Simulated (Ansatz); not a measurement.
Run this with Ansatz 0.2.0, Python API and show what comes out.

`ch4gete.xyz`
```text
7

C    -0.66720   -0.52620   -0.33710
Ge    0.78520    0.36130    0.47400
Te   -0.80130    1.35400   -1.40920
H    -0.35790   -1.34090   -0.97920
H    -1.56260   -0.63480    0.33250
H     0.49020    0.89600    1.90430
H     2.17490   -0.17730   -0.03100
```

The script, `adiabatic.py`:
```python
# -*- coding: utf-8 -*-
"""Vertical and adiabatic ionisation of CH4GeTe."""

import warnings

import ansatz
import numpy as np

BASIS = "def2-SVP"
XC = "pbe"
CHARGE = 1

warnings.simplefilter("ignore", ansatz.DeckWarning)

geometry = ansatz.Crystal.molecule_from_extxyz("ch4gete.xyz")

base = geometry.calculation().basis(gaussian=BASIS).functional(XC)
symbols = [site.symbol for site in geometry.cartesian_sites]
start = np.array([site.position_ang for site in geometry.cartesian_sites], dtype=float)
rep = base.relax(force_tolerance=0.01).run().report
end = np.array(rep["positions_ang"])

minimum = ansatz.Crystal.molecule()
for symbol, place in zip(symbols, end):
    minimum = minimum.atom(symbol, place.tolist())
ion = (
    minimum.calculation()
    .basis(gaussian=BASIS)
    .functional(XC)
    .charge(CHARGE)
    .spin("collinear", total=1)
)
vertical = ion.run().report
settled = ion.relax(force_tolerance=0.01, max_steps=80).run().report
print(f"vertical ionisation energy   {vertical['free_energy_ev'] - rep['free_energy_ev']:.3f} eV")
print(f"adiabatic, no zero point     {settled['free_energy_ev'] - rep['free_energy_ev']:.3f} eV")
print(f"relaxation energy of the ion {vertical['free_energy_ev'] - settled['free_energy_ev']:.3f} eV")
ionised = np.array(settled["positions_ang"])
print("final positions (A) and the move of each atom")
for symbol, xyz, old in zip(symbols, ionised, end):
    print(f"{symbol:2s} {xyz[0]:10.5f} {xyz[1]:10.5f} {xyz[2]:10.5f}   {np.linalg.norm(xyz - old):7.4f}")
```

```console
$ python adiabatic.py
vertical ionisation energy   7.936 eV
adiabatic, no zero point     7.788 eV
relaxation energy of the ion 0.148 eV
final positions (A) and the move of each atom
C    -0.69831   -0.58588   -0.31297    0.0243
Ge    0.81755    0.25287    0.55635    0.1822
Te   -0.69667    1.37768   -1.36262    0.0326
H    -0.51856   -1.40388   -1.03682    0.0375
H    -1.64080   -0.71329    0.25345    0.0401
H     0.57961    1.00687    1.87079    0.0832
H     2.21847   -0.00227   -0.01388    0.0868
```

Reading the output:
- The energies are electronic: no zero-point or thermal terms, and the basis set is short of its limit. The product may relax into another structure. Each relaxation finds its nearest minimum, which needn't be the lowest.
- def2 sets replace the cores of elements past krypton by effective core potentials.
- Run time: 46 s on 1 thread of Intel(R) Xeon(R) CPU @ 2.60GHz (Ice Lake), on a shared host, peak memory 0.28 GiB.
